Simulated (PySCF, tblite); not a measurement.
**C₆H₆F₂: geometry, infrared bands and NMR shifts**

Aim: predict the infrared bands and NMR shifts of C₆H₆F₂ (`C/C(F)=C1\C=C(F)C1`).

The runs use tblite 0.8.0 and PySCF 2.14.0, with density-fitted response routines of our own; the level of theory stands in each step. All values are computed, except where a source is named. Atoms count from 0, in the outputs and in this text.

### 1 The starting structure

14 atoms, charge 0, multiplicity 1; geometry from: force field or distance geometry start.

Bonds of the start (Å): C0–C1 1.51, C1–F2 1.34, C1–C3 1.33, C3–C4 1.45, C4–C5 1.36, C5–F6 1.34, C5–C7 1.53, C7–C3 1.50, C0–H8 1.09, C0–H9 1.10, C0–H10 1.09, C4–H11 1.08, C7–H12 1.10, C7–H13 1.10.

### 2 Geometry optimisation with GFN2-xTB

The job: settings as JSON, then the geometry in Å.

```
{"job": {"kind": "relax", "xc": "GFN2-xTB", "basis": "xTB"}, "charge": 0, "multiplicity": 1}
C      2.277200    -0.108500     0.013200
C      0.988600     0.631000    -0.253100
F      1.102500     1.889400    -0.708700
C     -0.240500     0.153800    -0.062000
C     -0.804300    -1.093900     0.417100
C     -2.075800    -0.642100     0.253500
F     -3.276500    -1.191500     0.469000
C     -1.614900     0.723600    -0.246500
H      2.870700     0.435000     0.753300
H      2.097300    -1.120400     0.394500
H      2.845800    -0.177700    -0.912600
H     -0.381100    -2.033800     0.753600
H     -1.891000     1.575600     0.391500
H     -1.898700     0.959000    -1.284900
```

Started as:

```
$ OMP_NUM_THREADS=1 python probes_run.py task.json out
```

This one command runs all jobs of the session in turn.

**Question.** This job is followed by: GFN2-xTB harmonic vibrations, gas phase; GIAO PBE0/pcSseg-1 NMR shielding, non-relativistic, gas phase. Predict these results of the whole session: strongest single infrared mode (GFN2-xTB); zero-point energy (GFN2-xTB); 13C shifts against TMS (PBE0/pcSseg-1); 1H shifts against TMS (PBE0/pcSseg-1, means over atoms taken as alike); 19F shifts against CFCl3 (PBE0/pcSseg-1); surface potential, 1st and 99th percentile.

As calculated:

```
                                                              quantity                                       value
                             strongest single infrared mode (GFN2-xTB)                       1283 cm⁻¹, 140 km/mol
                                          zero-point energy (GFN2-xTB)                               63.8 kcal/mol
                                13C shifts against TMS (PBE0/pcSseg-1)  168.7, 156.1, 112.9, 112.1, 40.5, 18.3 ppm
1H shifts against TMS (PBE0/pcSseg-1, means over atoms taken as alike)                        5.16, 3.40, 2.12 ppm
                              19F shifts against CFCl3 (PBE0/pcSseg-1)                           -90.7, -123.1 ppm
                                 surface potential, 1st and 99th percentile                          -0.83 V and 1.12 V
```

Relaxing lowered the energy by 0.086 eV in 27 steps; the close pair that moved most is C3–C7, from 1.499 to 1.529 Å. All 36 modes are real, so the xTB geometry is a minimum. The strongest single mode, at 1283 cm⁻¹, is carried by C5, C7, C4. GFN2-xTB is a fitted tight-binding method: band positions and strengths are rough. Its intensities can rank the bands wrongly. H11 (hydrogen on an alkene CH) lies farthest downfield among hydrogen, at 5.16 ppm; a vinylic proton, deshielded by the sp2 carbon and the C=C anisotropy. At PBE0/pcSseg-1: Shielding is most anisotropic at F6 (span 211 ppm, paramagnetic term -208 ppm).
